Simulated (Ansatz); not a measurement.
# ZnGa3: one candidate structure

Where does ZnGa3 go from the start given, structure listed in a database for this formula (Pm-3m, No. 221)?

Method: DFT r2SCAN, scalar-relativistic, plane waves, PAW, in Ansatz 0.2.0.

## (1) The starting structure

It takes space group Pm-3m (No. 221, cubic). Conventional cell: a = 4.071 Å, b = 4.071 Å, c = 4.071 Å, α = 90.00°, β = 90.00°, γ = 90.00°. Zn (site symmetry m-3m) has 12 Ga at 2.88 Å as nearest neighbours. Ga (site symmetry 4/mmm) has 4 Zn at 2.88 Å and 8 Ga at 2.88 Å as nearest neighbours.

Coordinates:

```cif
data_structure
_symmetry_space_group_name_H-M 'Pm-3m'
_symmetry_Int_Tables_number 221
_cell_length_a 4.0709
_cell_length_b 4.0709
_cell_length_c 4.0709
_cell_angle_alpha 90.000
_cell_angle_beta 90.000
_cell_angle_gamma 90.000
_cell_volume 67.46
loop_
_atom_site_label
_atom_site_type_symbol
_atom_site_symmetry_multiplicity
_atom_site_Wyckoff_symbol
_atom_site_fract_x
_atom_site_fract_y
_atom_site_fract_z
_atom_site_occupancy
Zn1 Zn 1 a 0.00000 0.00000 0.00000 1
Ga1 Ga 3 c 0.00000 0.50000 0.50000 1
```

## (2) A first look at the start

Input file input.yaml:

```yaml
crystal:
  lattice:
    - [4.07086226, 0.0, 0.0]
    - [0.0, 4.07086226, 0.0]
    - [0.0, 0.0, 4.07086226]
  atoms:
    - { symbol: Zn, position: [0.0, 0.0, 0.0] }
    - { symbol: Ga, position: [0.0, 0.5, 0.5] }
    - { symbol: Ga, position: [0.5, 0.0, 0.5] }
    - { symbol: Ga, position: [0.5, 0.5, 0.0] }
basis:
  ecutwfc: 500
kpoints:
  mp_grid: { grid: [4, 4, 4] }
hamiltonian:
  xc: r2scan
scf:
  occupations: { method: gaussian, width: 0.1 }
  lower_state_search: "off"
output:
  forces: true
  stress: true
  eigenvalues: true
```

On the command line:

```console
ansatz run input.yaml --threads 1 --pin off --max-ram 2560MiB --backend cpu --events-out ev --progress --plain --runs-dir out
```

Standard output, cut to the lines that bear on the results:

```text
Warning: RAYON_NUM_THREADS=1 ignored (pool sized by the plan → 1); use --threads N
[...]
Pseudopotentials: kind: paw
Pseudopotential: Zn, paw, valence charge 12, recommended cutoff 500 eV (meta_gga), Zn.paw.azcp
Pseudopotential: Ga, paw, valence charge 13, recommended cutoff 500 eV (meta_gga), Ga.paw.azcp
Functional definition: r2SCAN
[...]
Crystal: 4 atoms, lattice volume = 67.462 Å³
Basis set: ecut = 500 eV, 1743 PW (Γ), exchange–correlation on 120×120×120 points (64 copies of the dense FFT grid, shifted against one another)
Bands: 31, of which v1, the nominal top of the filled ones, is band 26 counted from 1 (25 counted from 0)
Symmetry: 48 space group operations
Space group: Pm-3m (ITA 221), of the structure as read, at distance tolerance 4.1e-5 Å
k-points: 10 of 64
[...]
SCF iter   1: F=-14695.692130 eV  HF=-14695.767031 eV  |F-HF|=7.49e-2  |Δ(HF+E_count)|=         —  Δρ=1.50e-2  dr2=8.22e-2  dr2_τ=2.51e-3  ethr=1.77e-3  ⟨swp⟩=5.7  Hψ=1274  notcnv=0
[...]
SCF iter   8: F=-14695.768156 eV  HF=-14695.768156 eV  |F-HF|=6.19e-8  |Δ(HF+E_count)|=   3.39e-6  Δρ=1.08e-5  dr2=8.04e-8  dr2_τ=4.31e-10  ethr=1.96e-10  ⟨swp⟩=5.2  Hψ=1483  notcnv=0
[...]
SCF converged after 8 iterations
Free energy (F): -14695.768156 eV
[...]
E sigma→0 (E₀):  -14695.764037 eV
Entropy (-TS):   -0.008239 eV (-2.060 meV/atom)
Fermi energy:    10.723854 eV
[...]
--- Forces (eV/Å), atoms counted from 1 ---
  atom   1  Zn    -0.00000000     0.00000000    -0.00000000
  atom   2  Ga     0.00000000     0.00000000    -0.00000000
  atom   3  Ga     0.00000000    -0.00000000    -0.00000000
  atom   4  Ga    -0.00000000     0.00000000     0.00000000
[...]
--- Stress (GPa, compression-positive) ---
        2.223395      -0.000000       0.000000
        0.000000       2.223395       0.000000
        0.000000       0.000000       2.223395
  P = ⅓ Tr σ = 2.2234 GPa (22.234 kbar)
--- Band table (eV; the first three rows and the last of 10) ---
[...]
```

Wall time 2.3 s (1 thread of Intel Xeon 6975P-C (Granite Rapids), shared host); peak memory 0.49 GiB.

From the probe: pressure 2.2 GPa, largest force 0.00 eV/Å, gap on this mesh none (metal). The gap decides the next run's mesh: 12×12×12 points.

## (3) The relaxation

Changes to input.yaml since step 2:

```diff
@@ -13,3 +13,3 @@
 kpoints:
-  mp_grid: { grid: [4, 4, 4] }
+  mp_grid: { grid: [12, 12, 12] }
 hamiltonian:
@@ -18,3 +18,2 @@
   occupations: { method: gaussian, width: 0.1 }
-  lower_state_search: "off"
 output:
@@ -23 +22,6 @@
   eigenvalues: true
+relax:
+  adjacent_minimum: "off"
+  f_tol: 0.01
+  max_steps: 80
+  cell: { stress_tol: 0.05 }
```

On the command line:

```console
ansatz run input.yaml --threads 1 --pin off --max-ram 2560MiB --backend cpu --events-out ev --progress --plain --runs-dir out
```

Standard output, cut to the lines that bear on the results:

```text
Warning: RAYON_NUM_THREADS=1 ignored (pool sized by the plan → 1); use --threads N
[...]
[... 4 set-up lines as earlier in the session ...]
[...]
Crystal: 4 atoms, lattice volume = 67.462 Å³
Basis set: ecut = 500 eV, 1743 PW (Γ), exchange–correlation on 120×120×120 points (64 copies of the dense FFT grid, shifted against one another)
Bands: 31, of which v1, the nominal top of the filled ones, is band 26 counted from 1 (25 counted from 0)
[... 2 set-up lines as earlier in the session ...]
k-points: 84 of 1728
[...]
  atom   4  Ga    -0.00000000    -0.00000000    -0.00000000
[...]
--- Stress (GPa, compression-positive) ---
        0.008748       0.000000       0.000000
        0.000000       0.008748       0.000000
        0.000000       0.000000       0.008748
  P = ⅓ Tr σ = 0.0087 GPa (0.087 kbar)
--- Band table (eV; the first three rows and the last of 84) ---
[...]
--- Relaxed structure (2 steps of the walk, 2 accepted, 1 SCFs on fresh bases) ---
  F+E_penalty+E_count = -14695.95249492 eV   max|allowed force component| = 5.719e-30 eV/Å   (the final SCF, on the basis selected at the relaxed cell)
  cell:  # Å, volume = 67.3891 Å³
    - [4.069394559494956, -1.2839532962581572e-34, 0.0]
    - [-2.5679065925163143e-34, 4.069394559494956, 0.0]
    - [-6.419766481290786e-35, 0.0, 4.069394559494956]
  atoms:
    - { symbol: Zn, position: [8.470236874121216e-38, -1.1550323010165297e-37, 3.850107670055098e-39] }
    - { symbol: Ga, position: [-6.930193806099808e-38, 0.5, 0.5] }
    - { symbol: Ga, position: [0.5, -3.850107670055464e-38, 0.5] }
    - { symbol: Ga, position: [0.5, 0.5, -1.1550323010165295e-38] }
```

Wall time 28 s (1 thread of Intel Xeon 6975P-C (Granite Rapids), shared host); peak memory 0.64 GiB.

The steps of the relaxation:

| step | E - E(step 1) (eV/cell) | largest force component (eV/Å) | pressure (GPa) | volume (Å³) |
| --- | --- | --- | --- | --- |
| 1 | 0.0000 | 0.0000 | -0.06 | 67.46 |
| 2 | 0.0000 | 0.0000 | 0.01 | 67.39 |
| 3 | 0.0000 | 0.0000 | 0.01 | 67.39 |

Step 1 is the start. Step 3 repeats the geometry before it on a plane-wave basis chosen anew for that cell, so its energy need not be comparable with the rows above.

|  | before | after | change |
| --- | --- | --- | --- |
| a (Å) | 4.071 | 4.069 | 0.0 % |
| b (Å) | 4.071 | 4.069 | 0.0 % |
| c (Å) | 4.071 | 4.069 | 0.0 % |
| volume (Å³/atom) | 16.87 | 16.85 | -0.1 % |
| shortest distance (Å) | 2.879 | 2.877 | 0.0 % |
| space group (0.01 Å) | Pm-3m | Pm-3m | same |

Forces and stress were held to the start's 48 operations: a distortion of lower symmetry was not tested.

## (4) The same system, input altered

Input file input.yaml:

```yaml
crystal:
  lattice:
    - [4.0693945595, 0.0, 0.0]
    - [0.0, 4.0693945595, 0.0]
    - [0.0, 0.0, 4.0693945595]
  atoms:
    - { symbol: Zn, position: [0.0, 0.0, 0.0] }
    - { symbol: Ga, position: [0.0, 0.5, 0.5] }
    - { symbol: Ga, position: [0.5, 0.0, 0.5] }
    - { symbol: Ga, position: [0.5, 0.5, 0.0] }
basis:
  ecutwfc: "40 Ry/bohr"
kpoints:
  mp_grid: { grid: [12, 12, 12] }
hamiltonian:
  xc: r2scan
scf:
  occupations: { method: gaussian, width: 0.1 }
  max_iter: 80
output:
  forces: true
  eigenvalues: true
  stress: true
```

On the command line:

```console
ansatz run input.yaml --threads 1 --pin off --max-ram 2560MiB --backend cpu --events-out ev --progress --plain --runs-dir out
```

Standard output:

```text
Error: YAML parse error: error: line 12 column 12: unknown unit factor `Ry/bohr`
  --> <input>:12:12
   |
10 |     - { symbol: Ga, position: [0.5, 0.5, 0.0] }
11 | basis:
12 |   ecutwfc: "40 Ry/bohr"
   |            ^ unknown unit factor `Ry/bohr`
13 | kpoints:
14 |   mp_grid: { grid: [12, 12, 12] }
   |
```

Run time: 0.02 s. Hardware: 1 thread of Intel Xeon 6975P-C (Granite Rapids), shared host; peak memory 0.027 GiB.

## (5) What went wrong

The run ended at the input check. It says: «line 12 column 12: unknown unit factor `Ry/bohr`»

The suspect setting: basis.ecutwfc is 40 Ry/bohr. The unit is at fault.

The cure: set basis.ecutwfc to 500.

## (6) Results

Formation energies count from the elements, computed with the same settings in runs not shown here.

```
                          quantity                                                                      value
                              cell  a = 4.069 Å, b = 4.069 Å, c = 4.069 Å, α = 90.00°, β = 90.00°, γ = 90.00°
                       space group                                                            Pm-3m (No. 221)
                            volume                                                              16.85 Å³/atom
                   gap on the mesh                                                               none (metal)
formation energy from the elements                                                             +0.131 eV/atom
```

What this shows: The space group stayed Pm-3m, and from the first guess the volume went from 16.87 to 16.85 Å³/atom. The formation energy of +0.13 eV/atom is positive, so the elements lie lower than this structure; another structure of the compound can lie lower.
